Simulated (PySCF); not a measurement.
# [Lu(H2O)5]3+: forces at shaken geometries

How stiff is [Lu(H2O)5]3+? Its atoms are displaced at random by several amounts. It is a constructed species; whether it can be made isn't addressed.

Program: PySCF 2.14.0. Level of theory: TPSS, Lu lcecp-1-SVP with ECP60, O def2-SVP, H def2-SVP; scalar-relativistic core potentials, no spin–orbit coupling. These are calculated values, not measurements.

4 further runs of the same task are left out: 2 for a known fault of the program, 2 set aside as unsound or not needed.

## Step 1: Where the work starts

16 atoms, charge 3, spin multiplicity 1.

Bond lengths: Lu1–O2 2.263 Å, Lu1–O5 2.263 Å, Lu1–O8 2.237 Å, Lu1–O11 2.274 Å, Lu1–O14 2.274 Å, O2–H3 0.989 Å, O2–H4 0.989 Å, O5–H6 0.989 Å, O5–H7 0.989 Å, O8–H9 0.991 Å, O8–H10 0.991 Å, O11–H12 0.990 Å, O11–H13 0.990 Å, O14–H15 0.990 Å, O14–H16 0.990 Å. Angles: O2–Lu1–O5 149.5°, O2–Lu1–O8 105.3°, O2–Lu1–O11 86.2°, O2–Lu1–O14 86.2°, O5–Lu1–O8 105.3°, O5–Lu1–O11 86.2°, O5–Lu1–O14 86.2°, O8–Lu1–O11 104.5°, O8–Lu1–O14 104.5°, O11–Lu1–O14 151.0°, Lu1–O2–H3 128.1°, Lu1–O2–H4 127.9°, H3–O2–H4 104.0°, Lu1–O5–H6 128.1°, Lu1–O5–H7 127.9°, H6–O5–H7 104.0°, Lu1–O8–H9 128.0°, Lu1–O8–H10 128.0° and more.

Geometry (Å):

```xyz
16
charge 3, multiplicity 1
Lu   -0.03281    0.00000    0.00000
O    -0.62864    0.04381    2.18227
H    -0.76939    0.83402    2.76071
H    -0.81185   -0.72371    2.77806
O    -0.62864   -0.04381   -2.18227
H    -0.76939   -0.83402   -2.76071
H    -0.81185    0.72371   -2.77806
O     2.20440    0.00000    0.00000
H     2.81447   -0.00443   -0.78126
H     2.81447    0.00443    0.78126
O    -0.60223    2.20133   -0.04340
H     0.00319    2.98407   -0.07326
H    -1.50705    2.60255   -0.03465
O    -0.60223   -2.20133    0.04340
H    -1.50705   -2.60255    0.03465
H     0.00319   -2.98407    0.07326
```

Formal oxidation states: Lu +3. Each metal's 14 4f electrons lie in its core potential, so multiplicities, spins and levels count the valence alone. An earlier session relaxed this geometry at TPSS, Lu lcecp-1-SVP with ECP60, O def2-SVP, H def2-SVP (singlet, point group C2).

Its energy there is -420.980660 Eh.

## Step 2: Atoms moved at random, σ = 0.1 Å

Contents of run.py (the lines that set the calculation):

```python
mol = gto.M(atom='''
Lu    -0.14617     0.09685     0.02507
O     -0.49559     0.20393     2.15427
H     -0.76360     0.79616     2.72704
H     -0.84222    -0.76713     2.78619
O     -0.65837    -0.05278    -2.08353
H     -0.87926    -1.01564    -2.78590
H     -0.70337     0.92818    -2.78056
O      2.15191    -0.05453     0.06572
H      2.74587    -0.00067    -0.82397
H      2.83581     0.11945     0.84207
O     -0.66619     2.16201     0.03591
H      0.15620     3.01196    -0.13598
H     -1.46208     2.42054     0.05417
O     -0.64325    -2.22825    -0.06820
H     -1.48594    -2.63420     0.03436
H      0.02484    -2.98588    -0.04667''',
    basis={'Lu': 'lcecp-1-SVP', 'O': 'def2-SVP', 'H': 'def2-SVP'},
    ecp={'Lu': 'lcecp-1-SVP'},
    charge=3, spin=0)
mf = dft.RKS(mol, xc='TPSS')
mf.grids.atom_grid = (50, 194)  # f atoms: unpruned, at least (60, 302)
mf = mf.density_fit()  # fitting sets: Lu AutoAux, O def2-universal-JKFIT, H def2-universal-JKFIT
mf.conv_tol = 1e-08; mf.max_cycle = 55
mf.kernel(dm0)  # dm0: the density of the relaxed state
```

Run with:

```sh
> OMP_NUM_THREADS=4 python run.py
```

Output:

```text
init E= -420.182540711772
  HOMO = -0.888780612472008  LUMO = -0.664251719840191  gap/eV = 6.10974
cycle= 1 E= -420.750232137149  delta_E= -0.568  |g|= 0.544  |ddm|= 0.83
  HOMO = -0.646010155808732  LUMO = -0.51868775799718  gap/eV = 3.46462
cycle= 2 E= -420.499855477284  delta_E= 0.25  |g|= 1.23  |ddm|= 1.11
  HOMO = -0.778166533926245  LUMO = -0.531366626758252  gap/eV = 6.71577
cycle= 3 E= -420.808579590432  delta_E= -0.309  |g|= 0.113  |ddm|= 0.803
  HOMO = -0.781763686066341  LUMO = -0.534943047967241  gap/eV = 6.71633
cycle= 4 E= -420.810392117859  delta_E= -0.00181  |g|= 0.0618  |ddm|= 0.105
  HOMO = -0.781294047874971  LUMO = -0.534753160267722  gap/eV = 6.70872
cycle= 5 E= -420.811081092488  delta_E= -0.000689  |g|= 0.0122  |ddm|= 0.0447
  HOMO = -0.780797855279232  LUMO = -0.534609956358083  gap/eV = 6.69911
cycle= 6 E= -420.811110723361  delta_E= -2.96e-05  |g|= 0.00277  |ddm|= 0.0109
  HOMO = -0.781199514166847  LUMO = -0.534698739423218  gap/eV = 6.70763
cycle= 7 E= -420.81111195318  delta_E= -1.23e-06  |g|= 0.00123  |ddm|= 0.00241
  HOMO = -0.781103895018112  LUMO = -0.534701500363053  gap/eV = 6.70495
cycle= 8 E= -420.8111122266  delta_E= -2.73e-07  |g|= 0.00027  |ddm|= 0.000895
  HOMO = -0.781097419169724  LUMO = -0.5347000940525  gap/eV = 6.70481
cycle= 9 E= -420.811112241761  delta_E= -1.52e-08  |g|= 7.25e-05  |ddm|= 0.000271
  HOMO = -0.781108893822948  LUMO = -0.534701150815832  gap/eV = 6.70510
cycle= 10 E= -420.81111224271  delta_E= -9.49e-10  |g|= 2.45e-05  |ddm|= 6.18e-05
  HOMO = -0.781102169005715  LUMO = -0.534702520467994  gap/eV = 6.70488
Extra cycle  E= -420.811112242449  delta_E= 2.62e-10  |g|= 4.48e-05  |ddm|= 4.7e-05
converged SCF energy = -420.811112242449
```

Run time: 10 s. Hardware: 4 threads of Arm Neoverse V1, shared host.

Result: E = -420.811112 Eh (+4.614 eV from the relaxed state), HOMO -21.25 eV, LUMO -14.55 eV, Mulliken charge on Lu1 +1.28 e, largest force component 14.387 eV/Å. 

```csv
atom,Fx,Fy,Fz (eV/Å)
Lu1,1.410,-2.140,-0.346
O2,0.383,-9.985,-1.945
H3,-2.330,6.253,5.468
H4,1.564,3.567,-2.399
O5,-0.980,0.312,-5.496
H6,0.817,4.096,2.510
H7,-0.020,-4.267,2.291
O8,2.240,0.881,-0.940
H9,-1.345,-0.276,2.433
H10,-1.371,-0.476,-1.618
O11,14.387,-0.428,-1.089
H12,-3.904,-2.750,0.785
H13,-10.867,4.814,0.201
O14,2.816,0.877,0.025
H15,-2.115,-1.163,0.166
H16,-0.685,0.684,-0.046
```

## Step 3: Atoms moved at random, σ = 0.03 Å

Contents of run.py (the lines that set the calculation):

```python
mol = gto.M(atom='''
Lu    -0.01423    -0.03218     0.04515
O     -0.63973     0.06170     2.18272
H     -0.73194     0.83649     2.74592
H     -0.81056    -0.69817     2.82100
O     -0.61883     0.00910    -2.18060
H     -0.72152    -0.81371    -2.72901
H     -0.83943     0.74021    -2.76065
O      2.17756    -0.02203     0.03479
H      2.81008    -0.02427    -0.81643
H      2.76736     0.02172     0.75397
O     -0.60715     2.18912    -0.06665
H     -0.00107     2.98963    -0.07846
H     -1.44351     2.58501    -0.04610
O     -0.60378    -2.24851     0.03114
H     -1.58868    -2.59960     0.01959
H      0.03399    -2.99451     0.04362''',
    basis={'Lu': 'lcecp-1-SVP', 'O': 'def2-SVP', 'H': 'def2-SVP'},
    ecp={'Lu': 'lcecp-1-SVP'},
    charge=3, spin=0)
mf = dft.RKS(mol, xc='TPSS')
mf.grids.atom_grid = (50, 194)  # f atoms: unpruned, at least (60, 302)
mf = mf.density_fit()  # fitting sets: Lu AutoAux, O def2-universal-JKFIT, H def2-universal-JKFIT
mf.conv_tol = 1e-08; mf.max_cycle = 55
mf.kernel(dm0)  # dm0: the density of the relaxed state
```

Run with:

```sh
> OMP_NUM_THREADS=4 python run.py
```

Output:

```text
init E= -420.971813277393
  HOMO = -0.791530523620554  LUMO = -0.530679496174613  gap/eV = 7.09812
cycle= 1 E= -420.961173016014  delta_E= 0.0106  |g|= 0.0898  |ddm|= 0.247
  HOMO = -0.781374965905785  LUMO = -0.527597994689457  gap/eV = 6.90562
cycle= 2 E= -420.95945347767  delta_E= 0.00172  |g|= 0.133  |ddm|= 0.152
  HOMO = -0.794639898337575  LUMO = -0.528356191876638  gap/eV = 7.24595
cycle= 3 E= -420.962721145837  delta_E= -0.00327  |g|= 0.024  |ddm|= 0.0946
  HOMO = -0.794895123169901  LUMO = -0.528755736794355  gap/eV = 7.24202
cycle= 4 E= -420.962825366291  delta_E= -0.000104  |g|= 0.00233  |ddm|= 0.0162
  HOMO = -0.794938248058302  LUMO = -0.528718252652881  gap/eV = 7.24422
cycle= 5 E= -420.962826161905  delta_E= -7.96e-07  |g|= 0.00124  |ddm|= 0.00223
  HOMO = -0.794908877568915  LUMO = -0.528707122542807  gap/eV = 7.24372
cycle= 6 E= -420.962826438728  delta_E= -2.77e-07  |g|= 0.000196  |ddm|= 0.000851
  HOMO = -0.79491725355361  LUMO = -0.528713294744437  gap/eV = 7.24378
cycle= 7 E= -420.962826446341  delta_E= -7.61e-09  |g|= 1.96e-05  |ddm|= 0.000162
  HOMO = -0.794918240150889  LUMO = -0.528711757057664  gap/eV = 7.24385
Extra cycle  E= -420.962826446278  delta_E= 6.31e-11  |g|= 2.76e-05  |ddm|= 3.39e-05
converged SCF energy = -420.962826446278
```

It took 8.7 s on 4 threads of Arm Neoverse V1, shared host.

It gives: E = -420.962826 Eh (+0.485 eV from the relaxed state), HOMO -21.63 eV, LUMO -14.39 eV, Mulliken charge on Lu1 +1.35 e, largest force component 4.438 eV/Å. 

```
atom      Fx      Fy  Fz (eV/Å)
 Lu1  -0.600   0.101     -0.595
  O2   0.036  -1.611      0.083
  H3  -0.172   1.158      0.698
  H4   0.089   0.447     -0.510
  O5   0.429  -1.544      1.144
  H6  -0.021   0.360      0.001
  H7  -0.325   1.056     -0.878
  O8  -0.310  -0.113     -4.438
  H9  -1.349  -0.006      1.903
 H10   2.106   0.126      2.524
 O11   3.600  -0.853      0.042
 H12  -0.170  -0.574     -0.032
 H13  -3.355   1.285      0.051
 O14  -1.907   0.563     -0.023
 H15   2.217   0.195      0.024
 H16  -0.269  -0.592      0.005
```

## Step 4: Atoms moved at random, σ = 0.15 Å

Contents of run.py (the lines that set the calculation):

```python
mol = gto.M(atom='''
Lu     0.08286    -0.08434    -0.13380
O     -0.59134    -0.00787     2.09321
H     -0.68610     0.80156     2.71699
H     -0.74589    -0.59287     3.06758
O     -0.69105     0.51985    -1.97090
H     -0.94251    -0.98299    -2.79862
H     -0.85811     0.79273    -2.76628
O      2.23144    -0.33399     0.00800
H      2.83196     0.15351    -0.94719
H      2.96511    -0.39007     0.76312
O     -0.62342     2.15658     0.02587
H     -0.05386     3.01093    -0.09551
H     -1.55718     2.49619    -0.13360
O     -0.70847    -2.14743     0.03105
H     -1.65830    -2.47741     0.25333
H      0.17343    -2.91438    -0.11324''',
    basis={'Lu': 'lcecp-1-SVP', 'O': 'def2-SVP', 'H': 'def2-SVP'},
    ecp={'Lu': 'lcecp-1-SVP'},
    charge=3, spin=0)
mf = dft.RKS(mol, xc='TPSS')
mf.grids.atom_grid = (50, 194)  # f atoms: unpruned, at least (60, 302)
mf = mf.density_fit()  # fitting sets: Lu AutoAux, O def2-universal-JKFIT, H def2-universal-JKFIT
mf.conv_tol = 1e-08; mf.max_cycle = 55
mf.kernel(dm0)  # dm0: the density of the relaxed state
```

Run with:

```sh
> OMP_NUM_THREADS=4 python run.py
```

Output:

```text
init E= -419.17326051511
  HOMO = -0.996497609481324  LUMO = -0.977027672729818  gap/eV = 0.52980
cycle= 1 E= -420.201478650977  delta_E= -1.03  |g|= 1.42  |ddm|=  1.8
  HOMO = -0.555398008653716  LUMO = -0.55219027440609  gap/eV = 0.08729
cycle= 2 E= -412.119813719685  delta_E= 8.08  |g|= 4.18  |ddm|=  5.5
  HOMO = -0.747274625601037  LUMO = -0.638260907095063  gap/eV = 2.96641
cycle= 3 E= -420.577863107618  delta_E= -8.46  |g|= 0.751  |ddm|= 5.19
  HOMO = -0.701158739383555  LUMO = -0.614786044556521  gap/eV = 2.35032
cycle= 4 E= -420.353208473862  delta_E= 0.225  |g|= 1.24  |ddm|= 1.37
  HOMO = -0.773672947995864  LUMO = -0.632218733688884  gap/eV = 3.84917
cycle= 5 E= -420.717783520855  delta_E= -0.365  |g|= 0.158  |ddm|= 0.922
  HOMO = -0.752536775210172  LUMO = -0.660280301809209  gap/eV = 2.51043
cycle= 6 E= -420.722261641321  delta_E= -0.00448  |g|= 0.145  |ddm|= 0.275
  HOMO = -0.762720586444124  LUMO = -0.665312769412328  gap/eV = 2.65060
cycle= 7 E= -420.725951328712  delta_E= -0.00369  |g|= 0.0586  |ddm|= 0.079
  HOMO = -0.76275114354172  LUMO = -0.663723665069224  gap/eV = 2.69467
cycle= 8 E= -420.726741354457  delta_E= -0.00079  |g|= 0.0214  |ddm|= 0.0317
  HOMO = -0.762160368966637  LUMO = -0.665103017781931  gap/eV = 2.64107
cycle= 9 E= -420.726837769687  delta_E= -9.64e-05  |g|= 0.00706  |ddm|= 0.0121
  HOMO = -0.762564943102415  LUMO = -0.665268508097117  gap/eV = 2.64757
cycle= 10 E= -420.726847926864  delta_E= -1.02e-05  |g|= 0.00273  |ddm|= 0.00528
  HOMO = -0.762474934653269  LUMO = -0.66522501193305  gap/eV = 2.64631
cycle= 11 E= -420.726849404999  delta_E= -1.48e-06  |g|= 0.000371  |ddm|= 0.00194
  HOMO = -0.762476596103122  LUMO = -0.665233534502214  gap/eV = 2.64612
cycle= 12 E= -420.72684944093  delta_E= -3.59e-08  |g|= 0.000117  |ddm|= 0.00052
  HOMO = -0.762475327498362  LUMO = -0.665221236683273  gap/eV = 2.64642
cycle= 13 E= -420.726849445836  delta_E= -4.91e-09  |g|= 3.45e-05  |ddm|= 0.000156
  HOMO = -0.762482536806405  LUMO = -0.665223394054394  gap/eV = 2.64656
Extra cycle  E= -420.726849444592  delta_E= 1.24e-09  |g|= 8.37e-05  |ddm|= 7.43e-05
converged SCF energy = -420.726849444592
```

Wall time 12 s (4 threads of Arm Neoverse V1, shared host).

Read off: E = -420.726849 Eh (+6.907 eV from the relaxed state), HOMO -20.75 eV, LUMO -18.10 eV, Mulliken charge on Lu1 +1.26 e, largest force component 8.497 eV/Å. 

```
atom      Fx      Fy  Fz (eV/Å)
 Lu1  -0.923   0.779      2.253
  O2  -0.641  -0.508      5.387
  H3   0.223   0.002     -1.881
  H4   0.615   0.645     -3.984
  O5   1.074  -7.416      5.289
  H6   0.421   2.939      1.689
  H7  -1.879   4.081     -8.497
  O8   4.029   2.176     -2.525
  H9  -1.860  -2.106      3.925
 H10  -1.433   0.037     -1.663
 O11   0.496   1.671     -0.394
 H12  -0.931  -1.444      0.351
 H13   0.680  -0.347      0.224
 O14   2.614  -2.038     -0.663
 H15   1.844  -0.472     -0.351
 H16  -4.330   2.002      0.840
```

## Step 5: Results

| σ (Å) | energy rise (eV) | harmonic estimate −½ F·u (eV) | largest force component (eV/Å) |
| --- | --- | --- | --- |
| 0.1 | 4.614 | 4.231 | 14.39 |
| 0.03 | 0.485 | 0.488 | 4.44 |
| 0.15 | 6.907 | 4.421 | 8.50 |

Every displacement raises the energy. For a harmonic well the rise equals −½ F·u; the two differ by at most 36 % here (a move with σ = 0.15 Å), from anharmonicity, the grid and the small forces left at the relaxed point. The largest moves cost over 1 eV, far outside the harmonic range, so agreement there can come from errors that cancel between squeezed and stretched bonds. The bases are small and lack diffuse functions. Spin–orbit coupling is left out. The core potential fixes the 4f count, so no charge can pass from the ligands into that shell.
